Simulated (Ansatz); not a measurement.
**C2H10GeN2 (Ge(NH2)2Me2) at 6 levels**

We compute a comparison of 6 runs (HF/STO-3G, HF/3-21G, HF/def2-SVP, B3LYP/6-31G*, BLYP/def2-SVP, PBE0/def2-SVP) of C2H10GeN2 (Ge(NH2)2Me2). 

The calculation is run with Ansatz 0.2.0.

2 further runs of the same task are left out: 1 for a known fault of the program, 1 set aside as unsound or not needed.

**1. Starting point**

The species is C2H10GeN2 (15 atoms), meant as a singlet with charge 0. As SMILES, `[CH3][Ge]([CH3])([NH2])[NH2]`. Geometry: a GFN2-xTB relaxation, a rough one for these elements and not checked as a minimum. This is one conformer, not always the lowest.

Bond lengths: Ge1–N2 1.829 Å, Ge1–N5 1.829 Å, Ge1–C8 1.993 Å, Ge1–C12 1.993 Å, N2–H3 1.010 Å, N2–H4 1.010 Å, N5–H6 1.009 Å, N5–H7 1.010 Å, C8–H9 1.086 Å, C8–H10 1.086 Å, C8–H11 1.085 Å, C12–H13 1.086 Å, C12–H14 1.086 Å, C12–H15 1.085 Å. Some angles: N2–Ge1–N5 101.5°, N2–Ge1–C8 105.8°, N2–Ge1–C12 115.8°, N5–Ge1–C8 115.8°, N5–Ge1–C12 105.9°, C8–Ge1–C12 112.0°, Ge1–N2–H3 116.0°, Ge1–N2–H4 114.5°, Ge1–N5–H6 116.1°, Ge1–N5–H7 114.5°.

**2. Energy and forces at HF/STO-3G (run 1)**

Input file job.yaml:

```yaml
basis:
  gaussian: {orbitals: STO-3G}
crystal:
  periodic: [false, false, false]
  atoms:
    - {symbol: Ge, position_ang: [0.146930, -0.004360, 0.101770]}
    - {symbol: N, position_ang: [0.301390, 0.172650, 1.915990]}
    - {symbol: H, position_ang: [-0.563330, 0.285710, 2.424770]}
    - {symbol: H, position_ang: [0.833840, -0.559080, 2.363830]}
    - {symbol: N, position_ang: [1.892520, -0.238800, -0.391610]}
    - {symbol: H, position_ang: [2.063380, -0.342970, -1.380890]}
    - {symbol: H, position_ang: [2.525590, 0.464080, -0.038120]}
    - {symbol: C, position_ang: [-0.716950, 1.675090, -0.535840]}
    - {symbol: H, position_ang: [-0.696790, 1.737730, -1.620100]}
    - {symbol: H, position_ang: [-0.197770, 2.538480, -0.131060]}
    - {symbol: H, position_ang: [-1.752300, 1.721460, -0.215670]}
    - {symbol: C, position_ang: [-0.821390, -1.627460, -0.531790]}
    - {symbol: H, position_ang: [-1.844910, -1.637330, -0.168480]}
    - {symbol: H, position_ang: [-0.321480, -2.523680, -0.177180]}
    - {symbol: H, position_ang: [-0.848730, -1.661520, -1.615620]}
hamiltonian: {xc: hf}
accuracy: high
output: {forces: true, orbitals: {seedname: orbitals}}
```

Started as:

```sh
$ ansatz run job.yaml --threads 1 --pin off --max-ram 3480MiB --events-out events.jsonl --progress --plain --runs-dir runs
```

The log of the run:

```text
Warning: RAYON_NUM_THREADS=1 ignored (pool sized by the plan → 1); use --threads N
[... 12 lines left out ...]
Total energy: -60951.67266208 eV, -2239.9326558038 hartree
[... 15 lines left out ...]
Dipole moment:    -0.211501     0.004411    -0.149668 e Å
```

It took 3.6 s on 1 thread of Intel Xeon at 2.70GHz, shared host.

**3. Energy and gradient at HF/3-21G (run 2)**

Input file input.yaml:

```yaml
crystal:
  periodic: [false, false, false]
  atoms:
    - {symbol: Ge, position_ang: [0.146930, -0.004360, 0.101770]}
    - {symbol: "N", position_ang: [0.301390, 0.172650, 1.915990]}
    - {symbol: H, position_ang: [-0.563330, 0.285710, 2.424770]}
    - {symbol: H, position_ang: [0.833840, -0.559080, 2.363830]}
    - {symbol: N, position_ang: [1.892520, -0.238800, -0.391610]}
    - {symbol: H, position_ang: [2.063380, -0.342970, -1.380890]}
    - {symbol: H, position_ang: [2.525590, 0.464080, -0.038120]}
    - {symbol: C, position_ang: [-0.716950, 1.675090, -0.535840]}
    - {symbol: H, position_ang: [-0.696790, 1.737730, -1.620100]}
    - {symbol: H, position_ang: [-0.197770, 2.538480, -0.131060]}
    - {symbol: H, position_ang: [-1.752300, 1.721460, -0.215670]}
    - {symbol: C, position_ang: [-0.821390, -1.627460, -0.531790]}
    - {symbol: H, position_ang: [-1.844910, -1.637330, -0.168480]}
    - {symbol: H, position_ang: [-0.321480, -2.523680, -0.177180]}
    - {symbol: H, position_ang: [-0.848730, -1.661520, -1.615620]}
basis:
  gaussian:
    orbitals: 3-21G-spherical.json
hamiltonian:
  xc: hf
accuracy: high
output: {forces: true, orbitals: {seedname: orbitals}}
```

The basis set 3-21G is read from a file made from the Basis Set Exchange's data (not shown).

Started as:

```sh
$ ansatz run input.yaml --threads 1 --pin off --max-ram 3480MiB --events-out events.jsonl --progress --plain --runs-dir runs
```

The log of the run:

```text
Warning: RAYON_NUM_THREADS=1 ignored (pool sized by the plan → 1); use --threads N
[... 13 lines left out ...]
Total energy: -61357.15998647 eV, -2254.8340401259 hartree
[... 15 lines left out ...]
Dipole moment:    -0.188167     0.003399    -0.133974 e Å
```

Wall time 6 s (1 thread of Intel Xeon at 2.70GHz, shared host).

Runs 3 to 5 aren't shown in full; the table further down has their settings and results.

**4. Energy and gradient at PBE0/def2-SVP (run 6)**

Input file run.yaml:

```yaml
crystal:
  periodic: [false, false, false]
  atoms:
    - {symbol: Ge, position_ang: [0.146930, -0.004360, 0.101770]}
    - {symbol: N, position_ang: [0.301390, 0.172650, 1.915990]}
    - {symbol: H, position_ang: [-0.563330, 0.285710, 2.424770]}
    - {symbol: H, position_ang: [0.833840, -0.559080, 2.363830]}
    - {symbol: "N", position_ang: [1.892520, -0.238800, -0.391610]}
    - {symbol: H, position_ang: [2.063380, -0.342970, -1.380890]}
    - {symbol: H, position_ang: [2.525590, 0.464080, -0.038120]}
    - {symbol: C, position_ang: [-0.716950, 1.675090, -0.535840]}
    - {symbol: H, position_ang: [-0.696790, 1.737730, -1.620100]}
    - {symbol: H, position_ang: [-0.197770, 2.538480, -0.131060]}
    - {symbol: H, position_ang: [-1.752300, 1.721460, -0.215670]}
    - {symbol: C, position_ang: [-0.821390, -1.627460, -0.531790]}
    - {symbol: H, position_ang: [-1.844910, -1.637330, -0.168480]}
    - {symbol: H, position_ang: [-0.321480, -2.523680, -0.177180]}
    - {symbol: H, position_ang: [-0.848730, -1.661520, -1.615620]}
basis:
  gaussian:
    orbitals: def2-SVP
accuracy: high
output: {forces: true, orbitals: {seedname: orbitals}}
total_charge: 0
hamiltonian:
  xc: {name: PBE0}
```

Started as:

```sh
$ ansatz run run.yaml --threads 1 --pin off --max-ram 3480MiB --events-out events.jsonl --progress --plain --runs-dir runs
```

The log of the run:

```text
Warning: RAYON_NUM_THREADS=1 ignored (pool sized by the plan → 1); use --threads N
[... 16 lines left out ...]
Total energy: -61712.33120300 eV, -2267.8863415899 hartree
[... 15 lines left out ...]
Dipole moment:    -0.121834     0.001763    -0.086959 e Å
```

Run time: 27 s. Hardware: 1 thread of Intel Xeon at 2.70GHz, shared host; peak memory 0.7 GiB.

**5. The series**

| run | level | energy (Eh) | dipole moment (D) | HOMO energy (eV) | LUMO energy (eV) | wall time |
| --- | --- | --- | --- | --- | --- | --- |
| 1 | HF/STO-3G | -2239.932656 | 1.24 | -7.97 | 12.00 | 3.6 s |
| 2 | HF/3-21G | -2254.834040 | 1.11 | -9.90 | 6.06 | 6 s |
| 3 | HF/def2-SVP | -2265.460084 | 0.91 | -10.12 | 4.18 | 19 s |
| 4 | B3LYP/6-31G* (spherical functions) | -2268.523510 | 0.89 | -6.29 | 1.46 | 31 s |
| 5 | BLYP/def2-SVP | -2268.313183 | 0.61 | -4.99 | 0.50 | 26 s |
| 6 | PBE0/def2-SVP | -2267.886342 | 0.72 | -6.69 | 1.38 | 27 s |

**6. Outcome**

| quantity | value |
| --- | --- |
| run 6: total energy | -2267.88634 Eh |
| run 6: dipole moment | 0.72 D |
| run 6: HOMO energy | -6.69 eV |
| run 6: LUMO energy | 1.38 eV |
| run 6: HOMO–LUMO gap | 8.07 eV |
| run 6: largest force on an atom | 1.019 eV/Å |

In words: The dipole moment (its size) runs from 0.61 D (BLYP/def2-SVP) to 1.24 D (HF/STO-3G). The two ends differ in method and basis. The HOMO–LUMO gap runs from 5.49 eV (BLYP/def2-SVP) to 19.97 eV (HF/STO-3G). Totals of different functionals can't be ranked against each other. In run 1 the basis is minimal, so the values are rough. All runs together took 1.9 min, the longest 31 s.
